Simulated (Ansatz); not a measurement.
# C3H6BNO: up Jacob's ladder to CCSD(T)

Aim: compute C3H6BNO with functionals from several rungs and with coupled cluster, and see how far each lands from CCSD(T) at the basis-set limit for the atomisation energy.

The runs use Ansatz 0.2.0, Gaussian basis; functionals in def2-TZVPP, the program's frozen cores in correlated methods.

The runs, in order: PBE-D4, r2SCAN-D4, PBE0-D4, B3LYP-D4, ωB97X-V, ωB97M-V, B2PLYP; CCSD(T)/def2-TZVPP; MP2/def2-QZVPP; extrapolation to the limit.

## Step 1: Structure used throughout

An earlier PBE0-D4 in a triple-zeta def2 set relaxation fixed the geometry.

12 atoms, charge 0, spin multiplicity 1.

Atoms are counted from 1 here; the program's logs count them from 0.

Bond lengths: C1–C2 1.334 Å, C1–H7 1.085 Å, C1–H8 1.083 Å, C2–C3 1.452 Å, C2–H9 1.082 Å, C3–N4 1.318 Å, C3–B5 1.592 Å, N4–H10 1.006 Å, N4–H11 1.011 Å, B5–O6 1.282 Å, B5–H12 1.204 Å. Angles: C2–C1–H7 122.2°, C2–C1–H8 120.9°, H7–C1–H8 116.8°, C1–C2–C3 123.5°, C1–C2–H9 121.2°, C3–C2–H9 115.2°, C2–C3–N4 117.6°, C2–C3–B5 119.7°, N4–C3–B5 121.0°, C3–N4–H10 120.8°, C3–N4–H11 121.0°, H10–N4–H11 117.0°, C3–B5–O6 92.7°, C3–B5–H12 131.3°, O6–B5–H12 135.7°.

## Step 2: PBE-D4 (GGA)

File in.yaml:

```yaml
crystal:
  periodic: [false, false, false]
  atoms:
    - {symbol: C, position_ang: [-0.829015, -1.607406, 0.787883]}
    - {symbol: C, position_ang: [-0.306205, -0.384890, 0.889843]}
    - {symbol: C, position_ang: [0.081175, 0.419079, -0.255708]}
    - {symbol: N, position_ang: [0.538125, -0.212877, -1.317962]}
    - {symbol: B, position_ang: [0.290143, 1.987698, -0.082917]}
    - {symbol: O, position_ang: [1.326545, 1.830488, 0.654416]}
    - {symbol: H, position_ang: [-0.989987, -2.089429, -0.170802]}
    - {symbol: H, position_ang: [-1.157132, -2.147502, 1.667036]}
    - {symbol: H, position_ang: [-0.202407, 0.101631, 1.851257]}
    - {symbol: H, position_ang: [0.746137, 0.288458, -2.165087]}
    - {symbol: H, position_ang: [0.868346, -1.165951, -1.255276]}
    - {symbol: H, position_ang: [-0.288724, 2.925502, -0.568881]}
basis:
  gaussian: {orbitals: def2-TZVPP}
hamiltonian: {xc: pbe, dispersion: d4}
output: {forces: true, orbitals: {seedname: orbitals}}
```

Run with:

```console
> ansatz run in.yaml --threads 4 --pin off --events-out ev --progress --plain --max-ram 10444MiB
```

The runs that follow: r2SCAN-D4 (meta-GGA); PBE0-D4 (hybrid); B3LYP-D4 (hybrid); ωB97X-V (range-separated); ωB97M-V (range-separated); B2PLYP (double hybrid); CCSD(T) in def2-TZVPP; MP2 in def2-QZVPP.

Q: Predict the results of all the runs planned. Wanted: atomisation energy, CCSD(T)/CBS; farthest; mean size of error, hybrid; mean size of error, range-separated; gap, smallest and largest; T1 diagnostic; triples share of the correlation energy.

The runs gave:

| quantity | value |
| --- | --- |
| atomisation energy, CCSD(T)/CBS | 4969.0 kJ/mol |
| functionals within 24.8 kJ/mol (0.5 %) | ωB97X-V, B2PLYP |
| farthest | PBE-D4 (+222.5 kJ/mol) |
| mean size of error, hybrid | 61.1 kJ/mol |
| mean size of error, range-separated | 27.5 kJ/mol |
| gap, smallest and largest | 2.67 eV (PBE-D4), 8.92 eV (ωB97X-V) |
| T1 diagnostic | 0.0227 |
| triples share of the correlation energy | 4.7 % |

**Reading.** PBE-D4 misses by +222.5 kJ/mol. Double hybrids carry the basis error of their MP2 part in triple zeta, and no dispersion term here, so their miss is partly the set-up's. The reference freezes the cores and leaves out relativity and excitations past (T), so misses under about 24.8 kJ/mol can't be ranked. Hartree-Fock recovers 71 % of the binding; the rest is correlation. The gap grows from 2.7 to 8.9 eV across the functionals, mostly with the share of exact exchange. T1 = 0.023 passes the customary mark of 0.02 by a little. The restricted reference is unstable towards a spin-broken one.
